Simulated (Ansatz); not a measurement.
# CH₅Cl₂HfNO: taking an electron away

An exercise on one series of results from a longer session: the logs are not shown, and one member is left open.

Method: unrestricted cation, the program's frozen cores in correlated methods; program: Ansatz 0.2.0, Gaussian basis.

The runs, in order: UKS PBE-D4/def2-TZVPP; UKS r2SCAN-D4/def2-TZVPP; UKS PBE0-D4/def2-TZVPP; UKS B3LYP-D4/def2-TZVPP; UKS wB97X-V/def2-TZVPP; UKS wB97M-V/def2-TZVPP; UKS B2PLYP/def2-TZVPP; UHF-CCSD(T)/def2-TZVPP; UHF-MP2/def2-QZVPP; extrapolation to the limit; then −ε(HOMO) from the neutral's earlier runs with LDA (SPW92), PBE-D4, revPBE-D4, BLYP-D4, r2SCAN-D4, B97M-V, PBE0-D4, B3LYP-D4, r2SCANh-D4, r2SCAN0-D4, HSE06-D4, BHLYP-D4, CAM-B3LYP-D4, LC-ωPBE, ωB97X-V, ωB97M-V.

## The geometry

An earlier PBE0-D4 in a triple-zeta def2 set relaxation fixed the geometry. Hf takes the def2 core potential; no spin-orbit term is included.

SMILES `C[NH][Hf]([OH])([Cl])[Cl]`, 11 atoms, charge 0, spin multiplicity 1.

Atoms are counted from 1 here; the program's logs count them from 0.

Bond lengths: C1–N2 1.450 Å, C1–H7 1.096 Å, C1–H8 1.092 Å, C1–H9 1.096 Å, N2–Hf3 2.003 Å, N2–H10 1.015 Å, Hf3–O4 1.901 Å, Hf3–Cl5 2.365 Å, Hf3–Cl6 2.365 Å, O4–H11 0.953 Å. Angles: N2–C1–H7 111.9°, N2–C1–H8 109.8°, N2–C1–H9 111.9°, H7–C1–H8 107.5°, H7–C1–H9 108.0°, H8–C1–H9 107.5°, C1–N2–Hf3 132.0°, C1–N2–H10 110.9°, Hf3–N2–H10 117.1°, N2–Hf3–O4 105.2°, N2–Hf3–Cl5 108.6°, N2–Hf3–Cl6 108.6°, O4–Hf3–Cl5 112.7°, O4–Hf3–Cl6 112.7°, Cl5–Hf3–Cl6 108.9°, Hf3–O4–H11 162.4°.

Set-up of the first run:

Contents of in.yaml:

```yaml
crystal:
  periodic: [false, false, false]
  atoms:
    - {symbol: C, position_ang: [0.591768, -0.621146, 1.535745]}
    - {symbol: N, position_ang: [0.645153, 0.416976, 0.524823]}
    - {symbol: Hf, position_ang: [-0.341385, 0.657813, -1.201109]}
    - {symbol: O, position_ang: [-1.491491, -0.850385, -1.331565]}
    - {symbol: Cl, position_ang: [1.233963, 0.760261, -2.961933]}
    - {symbol: Cl, position_ang: [-1.525126, 2.703313, -1.113636]}
    - {symbol: H, position_ang: [1.558412, -1.122257, 1.657911]}
    - {symbol: H, position_ang: [-0.138138, -1.379941, 1.247572]}
    - {symbol: H, position_ang: [0.289102, -0.225503, 2.511585]}
    - {symbol: H, position_ang: [1.318376, 1.133670, 0.776179]}
    - {symbol: H, position_ang: [-2.140624, -1.472801, -1.645563]}
basis:
  gaussian: {orbitals: def2-TZVPP}
total_charge: 1
magnetization: {spin_polarized: true, initial_magnetization: 1}
hamiltonian: {xc: pbe, dispersion: d4}
```

The run is started by

```console
> ansatz run in.yaml --threads 2 --pin off --events-out ev --progress --plain --max-ram 32768MiB --backend cuda --devices 0, --max-vram 18GiB
```

Steps of the session up to this table: Cation, UKS PBE-D4/def2-TZVPP; Cation, UKS r2SCAN-D4/def2-TZVPP; Cation, UKS PBE0-D4/def2-TZVPP; Cation, UKS B3LYP-D4/def2-TZVPP; Cation, UKS wB97X-V/def2-TZVPP; Cation, UKS wB97M-V/def2-TZVPP; Cation, UKS B2PLYP (frozen core)/def2-TZVPP; Cation, UHF-CCSD(T)/def2-TZVPP; Cation, UHF-MP2/def2-QZVPP.

One of the session's tables, all rows but one given; the rest of the session is left out.

Orbital estimates, from the neutral's runs:

```
  functional  −ε(HOMO) (eV)
 LDA (SPW92)           6.12
      PBE-D4           5.96
   revPBE-D4           5.90
     BLYP-D4           5.83
   r2SCAN-D4           6.23
      B97M-V           6.29
     PBE0-D4           7.28
    B3LYP-D4           7.05
  r2SCANh-D4           6.72
  r2SCAN0-D4           7.47
    HSE06-D4           6.88
    BHLYP-D4           8.50
CAM-B3LYP-D4           8.64
     LC-ωPBE          10.02
     ωB97X-V              ?
     ωB97M-V           9.55
```

**Question.** Estimate the row for ωB97X-V.

The run gave: −ε(HOMO) (eV): 9.66. In the column «−ε(HOMO) (eV)» it lies between ωB97M-V (9.55) and LC-ωPBE (10.02).
